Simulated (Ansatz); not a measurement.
# GeH3 (SMILES [GeH3]): levels of theory compared

Wanted: a comparison of 6 runs (UB3LYP/6-31G*, U-r2SCAN/def2-TZVPP, U-wB97M-V/def2-TZVPP, UPBE0/def2-TZVPP, RPA@PBE/def2-TZVPP) of GeH3. 

Program for the calculation: Ansatz 0.2.0.

41 further runs of the same task are left out: 41 set aside as unsound or not needed.

## Step 1: The molecule

GeH3 has 4 atoms, charge 0, and is taken as a doublet. As SMILES, `[GeH3]`. One bond was lengthened or shortened from a relaxed shape.

Bond lengths: Ge1–H2 1.539 Å, Ge1–H3 1.539 Å, Ge1–H4 1.770 Å. Angles: H2–Ge1–H3 111.1°, H2–Ge1–H4 111.1°, H3–Ge1–H4 111.1°.

## Step 2: A single-point energy at UB3LYP/6-31G(d) (spherical functions) (run 1)

input.yaml reads:

```yaml
crystal:
  periodic: [false, false, false]
  atoms:
    - {symbol: Ge, position_ang: [0.304821, -0.323639, -0.171480]}
    - {symbol: H, position_ang: [1.145221, -0.088139, 1.096220]}
    - {symbol: H, position_ang: [-0.792579, -1.373639, 0.077820]}
    - {symbol: H, position_ang: [-0.386800, 1.192200, -0.768800]}
basis:
  gaussian: {orbitals: 6-31G_st_-spherical.json}
magnetization: {spin_polarized: true, initial_magnetization: 1}
hamiltonian: {xc: {name: B3LYP}}
accuracy: high
output: {orbitals: {seedname: orbitals}}
```

The basis set 6-31G* is read from a file made from the Basis Set Exchange's data (not shown).

The run is started by

```sh
ansatz run input.yaml --threads 1 --pin off --max-ram 3480MiB --events-out events.jsonl --progress --plain --runs-dir runs
```

The program printed:

```text
Warning: RAYON_NUM_THREADS=1 ignored (pool sized by the plan → 1); use --threads N
Functional definition: B3LYP
  name "B3LYP"
  parameter a0 = 0.2
  parameter ax = 0.72
  parameter ac = 0.81
  exchange = (1 - a0 - ax)*slater_x + ax*b88_x + a0*exact_x
  correlation = (1 - ac)*vwn_rpa_c + ac*lyp_c
705 factors; integrals over basis functions are off by at most 4.1e-9 eV
mean field evaluation 1: about -56558.5162 eV, gradient 8.6e0 eV
mean field evaluation 2: about -56558.6651 eV, gradient 7.6e0 eV
mean field evaluation 4: about -56558.7551 eV, gradient 1.4e-1 eV
mean field evaluation 8: about -56558.7959 eV, gradient 8.8e-3 eV
mean field evaluation 16: about -56558.7959 eV, gradient 4.7e-6 eV
mean field -56558.79585752 eV, -2078.4974108352 hartree, gradient 4.1e-8 eV, S^2 0.750916; 0 other end points of the search recorded, 0 dependent functions left out
reference -56558.79589049 eV, -2078.4974120468 hartree; 18, 17 occupied and 20, 21 virtual orbitals, 705 factors
Total energy: -56558.79589049 eV, -2078.4974120468 hartree
```

It took 3.3 s on 1 thread of Arm Neoverse V1, shared host; peak memory 0.14 GiB.

## Step 3: The energy at UB3LYP/6-31G(d) (Cartesian functions) (run 2)

in.yaml reads:

```yaml
basis:
  gaussian:
    orbitals: "6-31G*"
crystal:
  periodic: [false, false, false]
  atoms:
    - {symbol: Ge, position_ang: [0.304821, -0.323639, -0.171480]}
    - {symbol: H, position_ang: [1.145221, -0.088139, 1.096220]}
    - {symbol: H, position_ang: [-0.792579, -1.373639, 0.077820]}
    - {symbol: H, position_ang: [-0.386800, 1.192200, -0.768800]}
accuracy: high
magnetization:
  spin_polarized: true
  initial_magnetization: 1
hamiltonian:
  xc: {name: B3LYP}
output:
  orbitals: {seedname: orbitals}
```

The run is started by

```sh
ansatz run in.yaml --threads 1 --pin off --max-ram 3480MiB --events-out events.jsonl --progress --plain --runs-dir runs
```

The program printed:

```text
Warning: RAYON_NUM_THREADS=1 ignored (pool sized by the plan → 1); use --threads N
Functional definition: B3LYP
  name "B3LYP"
  parameter a0 = 0.2
  parameter ax = 0.72
  parameter ac = 0.81
  exchange = (1 - a0 - ax)*slater_x + ax*b88_x + a0*exact_x
  correlation = (1 - ac)*vwn_rpa_c + ac*lyp_c
727 factors; integrals over basis functions are off by at most 3.1e-9 eV
mean field evaluation 1: about -56558.6524 eV, gradient 8.9e0 eV
mean field evaluation 2: about -56558.7994 eV, gradient 8.1e0 eV
mean field evaluation 4: about -56558.8929 eV, gradient 1.5e-1 eV
mean field evaluation 8: about -56558.9336 eV, gradient 9.5e-3 eV
mean field evaluation 16: about -56558.9336 eV, gradient 6.0e-6 eV
mean field -56558.93362608 eV, -2078.5024737364 hartree, gradient 3.8e-8 eV, S^2 0.750911; 0 other end points of the search recorded, 0 dependent functions left out
reference -56558.93365906 eV, -2078.5024749482 hartree; 18, 17 occupied and 23, 24 virtual orbitals, 727 factors
Total energy: -56558.93365906 eV, -2078.5024749482 hartree
```

Run time: 3.3 s. Hardware: 1 thread of Arm Neoverse V1, shared host; peak memory 0.14 GiB.

Run 3 isn't shown in full; the table further down has it.

## Step 4: A single-point energy at U-wB97M-V/def2-TZVPP (run 4)

run.yaml reads:

```yaml
basis:
  gaussian:
    orbitals: def2-TZVPP
crystal:
  periodic: [false, false, false]
  atoms:
    - {symbol: Ge, position_ang: [0.304821, -0.323639, -0.171480]}
    - {symbol: H, position_ang: [1.145221, -0.088139, 1.096220]}
    - {symbol: H, position_ang: [-0.792579, -1.373639, 0.077820]}
    - {symbol: H, position_ang: [-0.386800, 1.192200, -0.768800]}
magnetization:
  spin_polarized: true
  initial_magnetization: 1
hamiltonian:
  xc: {name: wB97M-V}
accuracy: high
output: {orbitals: {seedname: orbitals}}
```

The run is started by

```sh
ansatz run run.yaml --threads 1 --pin off --max-ram 3480MiB --events-out events.jsonl --progress --plain --runs-dir runs
```

The program printed, cut to the lines that bear on the results:

```text
Warning: RAYON_NUM_THREADS=1 ignored (pool sized by the plan → 1); use --threads N
Functional definition: wB97M-V
  name "wB97M-V"
[...]
  gx(w, u) = 1 - cx + cx01*u + cx10*w
  gss(w, u) = css00 + css04*u^4 + css10*w + css20*w^2 + css43*w^4*u^3
  gos(w, u) = cos00 + cos10*w + (cos20 + cos21*u)*w^2 + (cos60 + cos61*u)*w^6
[...]
      + integral(e_c_pw_mod_opposite_spin*gos(b97_w_opposite, b97_u_opposite)) + vv10(b, c)
1415 factors; integrals over basis functions are off by at most 4.4e-9 eV
264 factors; integrals over basis functions are off by at most 1.7e-9 eV
[...]
mean field -56561.65995999 eV, -2078.6026646597 hartree, gradient 4.4e-8 eV, S^2 0.751156; 0 other end points of the search recorded, 0 dependent functions left out
reference -56561.65996345 eV, -2078.6026647868 hartree; 18, 17 occupied and 72, 73 virtual orbitals, 1415 factors
Total energy: -56561.65996345 eV, -2078.6026647868 hartree
```

It took 46 s on 1 thread of Arm Neoverse V1, shared host; peak memory 0.58 GiB.

Run 5 isn't shown in full; the table further down has it.

## Step 5: A single-point energy at RPA@PBE/def2-TZVPP (run 6)

input.yaml reads:

```yaml
basis:
  gaussian:
    orbitals: def2-TZVPP
crystal:
  periodic: [false, false, false]
  atoms:
    - {symbol: Ge, position_ang: [0.304821, -0.323639, -0.171480]}
    - {symbol: H, position_ang: [1.145221, -0.088139, 1.096220]}
    - {symbol: H, position_ang: [-0.792579, -1.373639, 0.077820]}
    - {symbol: H, position_ang: [-0.386800, 1.192200, -0.768800]}
magnetization:
  spin_polarized: true
  initial_magnetization: 1
correlation:
  method: rpa
  frozen_orbitals: {Ge: 9, H: 0}
hamiltonian:
  xc: pbe
accuracy: high
```

The run is started by

```sh
ansatz run input.yaml --threads 1 --pin off --max-ram 3480MiB --events-out events.jsonl --progress --plain --runs-dir runs
```

The program printed:

```text
Warning: RAYON_NUM_THREADS=1 ignored (pool sized by the plan → 1); use --threads N
Functional definition: PBE
  name "PBE"
  parameter kappa = 0.804
  parameter beta = 0.06672455060314922
  exchange = pbe_x(kappa = kappa, mu = beta*pi^2/3)
  correlation = pbe_c(beta = beta)
1415 factors; integrals over basis functions are off by at most 4.4e-9 eV
mean field evaluation 1: about -56555.6884 eV, gradient 1.7e1 eV
mean field evaluation 2: about -56555.6788 eV, gradient 1.7e1 eV
mean field evaluation 4: about -56556.4456 eV, gradient 2.3e0 eV
mean field evaluation 8: about -56556.4640 eV, gradient 3.4e-2 eV
mean field evaluation 16: about -56556.4640 eV, gradient 8.1e-6 eV
mean field -56556.46396334 eV, -2078.4117153044 hartree, gradient 4.1e-8 eV, S^2 0.751652; 0 other end points of the search recorded, 0 dependent functions left out
9 core orbitals not correlated: weight in the atoms' cores, before any rotation towards them, 1.000 or more for the frozen orbitals, at most 0.000 for the correlated occupied ones
reference -56518.76098285 eV, -2077.0261563277 hartree; 9, 8 occupied and 72, 73 virtual orbitals, 1415 factors
Total energy: -56530.62698528 eV, -2077.4622238739 hartree
```

Wall time 7.2 s (1 thread of Arm Neoverse V1, shared host); peak memory 0.22 GiB.

## Step 6: All runs side by side

```tsv
run	level	Cartesian functions	frozen core orbitals	energy (Eh)	HOMO energy (eV)	LUMO energy (eV)	⟨S²⟩	wall time
1	UB3LYP/6-31G* (spherical functions)	no	–	-2078.497412	-6.02	-3.24	0.751	3.3 s
2	UB3LYP/6-31G* (Cartesian functions)	yes	–	-2078.502475	-6.02	-3.24	0.751	3.3 s
3	U-r2SCAN/def2-TZVPP	no	–	-2078.723928	-5.68	-3.41	0.753	10 s
4	U-wB97M-V/def2-TZVPP	no	–	-2078.602665	-8.34	-1.07	0.751	46 s
5	UPBE0/def2-TZVPP	no	–	-2078.468733	-6.37	-2.86	0.752	7.2 s
6	RPA@PBE/def2-TZVPP	no	9	-2077.462224	–	–	0.752	7.2 s
```

## Step 7: Outcome

| quantity | value |
| --- | --- |
| run 6: total energy | -2077.46222 Eh |
| run 6: RPA correlation energy (valence) | -436.1 mEh |
| run 6: ⟨S²⟩ of the reference determinant | 0.752 |

What this shows: Totals of different functionals can't be ranked against each other. All runs together took 77 s, the longest 46 s.
